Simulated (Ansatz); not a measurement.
**C2HAlCl2: basis-set convergence**

The task here is to estimate one member of a computed series from the others.

Computed with Ansatz 0.2.0, Gaussian basis. Level: one geometry, several basis sets.

Levels to be run: PBE0-D4/def2-SVP; ωB97M-V/def2-SVP; PBE0-D4/def2-QZVPP; ωB97M-V/def2-QZVPP; the functionals' def2-TZVPP values are taken from earlier runs.

### The relaxed structure

All runs share one geometry, relaxed beforehand with PBE0-D4 in a triple-zeta def2 set.

SMILES `C#[C][Al]([Cl])[Cl]`, 6 atoms, charge 0, spin multiplicity 1.

Atoms are counted from 1 here; the program's logs count them from 0.

Bond lengths: C1–C2 1.209 Å, C1–H6 1.067 Å, C2–Al3 1.880 Å, Al3–Cl4 2.075 Å, Al3–Cl5 2.075 Å. Angles: C2–C1–H6 180.0°, C1–C2–Al3 179.8°, C2–Al3–Cl4 120.5°, C2–Al3–Cl5 120.6°, Cl4–Al3–Cl5 118.9°.

Geometry (Å):

| atom | x (Å) | y (Å) | z (Å) |
| --- | --- | --- | --- |
| C1 | 1.3766 | -0.0772 | 1.3353 |
| C2 | 0.5151 | -0.0323 | 0.4886 |
| Al3 | -0.8269 | 0.0308 | -0.8260 |
| Cl4 | -2.2102 | -1.5068 | -0.9938 |
| Cl5 | -0.9497 | 1.6380 | -2.1328 |
| H6 | 2.1372 | -0.1164 | 2.0825 |

Set-up of the first run:

The input, in.yaml:

```yaml
crystal:
  periodic: [false, false, false]
  atoms:
    - {symbol: C, position_ang: [1.376631, -0.077230, 1.335322]}
    - {symbol: C, position_ang: [0.515134, -0.032349, 0.488620]}
    - {symbol: Al, position_ang: [-0.826906, 0.030803, -0.825997]}
    - {symbol: Cl, position_ang: [-2.210246, -1.506750, -0.993796]}
    - {symbol: Cl, position_ang: [-0.949743, 1.637972, -2.132761]}
    - {symbol: H, position_ang: [2.137231, -0.116447, 2.082511]}
basis:
  gaussian: {orbitals: def2-SVP}
hamiltonian: {xc: pbe0, dispersion: d4}
output: {orbitals: {seedname: orbitals}}
```

Run with:

```console
> ansatz run in.yaml --threads 4 --pin off --events-out ev --progress --plain --max-ram 10444MiB
```

Steps of the session up to this table: PBE0-D4 in def2-SVP; ωB97M-V in def2-SVP; PBE0-D4 in def2-QZVPP; ωB97M-V in def2-QZVPP.

One of the session's tables, all rows but one given; the rest of the session is left out.

It belongs to the step «Density functionals: the series». 

| functional | basis | HOMO (eV) | LUMO (eV) |
| --- | --- | --- | --- |
| PBE0-D4 | def2-SVP | -8.61 | -1.57 |
| PBE0-D4 | def2-TZVPP | -8.68 | -1.67 |
| PBE0-D4 | def2-QZVPP | -8.70 | -1.70 |
| ωB97M-V | def2-SVP | ? | ? |
| ωB97M-V | def2-TZVPP | -10.93 | 0.14 |
| ωB97M-V | def2-QZVPP | -10.96 | 0.07 |

Q: Estimate the row for ωB97M-V, def2-SVP from the others.

As computed: HOMO (eV): -10.83; LUMO (eV): 0.31. In the column «HOMO (eV)» it lies between ωB97M-V, def2-TZVPP (-10.93) and PBE0-D4, def2-QZVPP (-8.70).
